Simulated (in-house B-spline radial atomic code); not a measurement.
# Zr⁴⁺: excited configurations in jj coupling

Wanted: excitation energies of Zr⁴⁺ as differences of total energies (ΔSCF).

Program: in-house B-spline radial atomic code version 1. Level of theory: Dirac-Hartree-Fock, average of configuration, Fermi nucleus, basis-set limit. These are calculated values, not measurements, unless marked.

## (1) The system

| Item | Value |
| --- | --- |
| element | zirconium (Z = 40) |
| charge | +4 |
| electrons | 36 |
| configuration | 1s2 2s2 2p6 3s2 3p6 3d10 4s2 4p6 |
| Hamiltonian | Dirac-Coulomb |
| nucleus | Fermi, rms radius 4.269 fm |

Settings, as recorded:

```ini
Z = 40
electrons = 36.0
configuration = 1s2 2s2 2p6 3s2 3p6 3d10 4s2 4p6
hamiltonian = dirac
method = hf
spin_polarised = False
nucleus = fermi
rms_radius = 4.2694
mass_number = 90
atomic_mass = 89.904698755
speed_of_light = 137.035999084
```

This reference run was done before. Its total energy is -3594.424549 hartree, and its levels are (the highest eight at most):

```tsv
orbital	occupation	energy (eV)	<r> (bohr)
3s1/2	2	-497.04	0.4551
3p1/2	2	-410.98	0.4525
3p3/2	4	-396.65	0.4624
3d3/2	4	-245.40	0.4488
3d5/2	6	-242.81	0.4522
4s1/2	2	-109.05	1.198
4p1/2	2	-81.980	1.306
4p3/2	4	-79.963	1.330
```

## (2) 1s2 2s2 2p6 3s2 3p6 3d10 4s2 4p-2 4p+3 8f+1

In configurations, a minus sign after the shell means j = l − 1/2 and a plus sign j = l + 1/2; the count of electrons follows.

Settings, as recorded:

```ini
Z = 40
electrons = 36.0
configuration = 1s2 2s2 2p6 3s2 3p6 3d10 4s2 4p-2 4p+3 8f+1
hamiltonian = dirac
method = hf
spin_polarised = False
nucleus = fermi
rms_radius = 4.2694
mass_number = 90
atomic_mass = 89.904698755
speed_of_light = 137.035999084
```

## (3) Configuration 1s2 2s2 2p6 3s2 3p6 3d-3 3d+6 4s2 4p6 5f-1

Settings: those of step 2 with these lines changed.

```diff
@@ -2,3 +2,3 @@
 electrons = 36.0
-configuration = 1s2 2s2 2p6 3s2 3p6 3d10 4s2 4p-2 4p+3 8f+1
+configuration = 1s2 2s2 2p6 3s2 3p6 3d-3 3d+6 4s2 4p6 5f-1
 hamiltonian = dirac
```

## (4) 1s2 2s2 2p6 3s2 3p6 3d10 4s2 4p-2 4p+3 7g-1

Settings: those of step 3 with these lines changed.

```diff
@@ -2,3 +2,3 @@
 electrons = 36.0
-configuration = 1s2 2s2 2p6 3s2 3p6 3d-3 3d+6 4s2 4p6 5f-1
+configuration = 1s2 2s2 2p6 3s2 3p6 3d10 4s2 4p-2 4p+3 7g-1
 hamiltonian = dirac
```

## (5) Run with 1s2 2s2 2p6 3s2 3p6 3d10 4s2 4p-2 4p+3 7d+1

Settings: those of step 4 with these lines changed.

```diff
@@ -2,3 +2,3 @@
 electrons = 36.0
-configuration = 1s2 2s2 2p6 3s2 3p6 3d10 4s2 4p-2 4p+3 7g-1
+configuration = 1s2 2s2 2p6 3s2 3p6 3d10 4s2 4p-2 4p+3 7d+1
 hamiltonian = dirac
```

## (6) Configuration 1s2 2s2 2p6 3s2 3p6 3d10 4s1 4p6 4d-1

Settings: those of step 5 with these lines changed.

```diff
@@ -2,3 +2,3 @@
 electrons = 36.0
-configuration = 1s2 2s2 2p6 3s2 3p6 3d10 4s2 4p-2 4p+3 7d+1
+configuration = 1s2 2s2 2p6 3s2 3p6 3d10 4s1 4p6 4d-1
 hamiltonian = dirac
```

## (7) 1s2 2s2 2p6 3s2 3p6 3d10 4s2 4p-1 4p+4 6s1

Settings: those of step 6 with these lines changed.

```diff
@@ -2,3 +2,3 @@
 electrons = 36.0
-configuration = 1s2 2s2 2p6 3s2 3p6 3d10 4s1 4p6 4d-1
+configuration = 1s2 2s2 2p6 3s2 3p6 3d10 4s2 4p-1 4p+4 6s1
 hamiltonian = dirac
```

## (8) Run with 1s2 2s2 2p6 3s2 3p-1 3p+4 3d10 4s2 4p6 4d+1

Settings: those of step 7 with these lines changed.

```diff
@@ -2,3 +2,3 @@
 electrons = 36.0
-configuration = 1s2 2s2 2p6 3s2 3p6 3d10 4s2 4p-1 4p+4 6s1
+configuration = 1s2 2s2 2p6 3s2 3p-1 3p+4 3d10 4s2 4p6 4d+1
 hamiltonian = dirac
```

**Question.** How far above the reference does each configuration lie (order and size, in eV)?

**Answer**, as computed:

| net move | configuration | energy above the reference (eV) | with Breit, QED, recoil (eV) | largest <r> (bohr) |
| --- | --- | --- | --- | --- |
| 4p1/2 → 6s | 1s2 2s2 2p6 3s2 3p6 3d10 4s2 4p-1 4p+4 6s1 | 59.782 | 59.737 | 4.83 |
| 4s → 4d3/2 | 1s2 2s2 2p6 3s2 3p6 3d10 4s1 4p6 4d-1 | 60.336 | 60.249 | 1.68 |
| 4p3/2 → 7d5/2 | 1s2 2s2 2p6 3s2 3p6 3d10 4s2 4p-2 4p+3 7d+1 | 69.348 | 69.324 | 9.80 |
| 4p3/2 → 7g7/2 | 1s2 2s2 2p6 3s2 3p6 3d10 4s2 4p-2 4p+3 7g-1 | 72.261 | 72.238 | 12.6 |
| 4p3/2 → 8f7/2 | 1s2 2s2 2p6 3s2 3p6 3d10 4s2 4p-2 4p+3 8f+1 | 73.639 | 73.615 | 17.0 |
| 3d3/2 → 5f5/2 | 1s2 2s2 2p6 3s2 3p6 3d-3 3d+6 4s2 4p6 5f-1 | 222.70 | 222.64 | 5.60 |
| 3p1/2 → 4d5/2 | 1s2 2s2 2p6 3s2 3p-1 3p+4 3d10 4s2 4p6 4d+1 | 354.12 | 353.59 | 1.62 |

**Reading.** The lowest of them is 4p1/2 → 6s at 59.782 eV and the highest 3p1/2 → 4d5/2 at 354.12 eV. 2 of them lie above the ionisation threshold that Koopmans' theorem gives (79.963 eV), where such states can decay by emitting an electron. These are averages over configurations, without correlation, not spectroscopic levels.
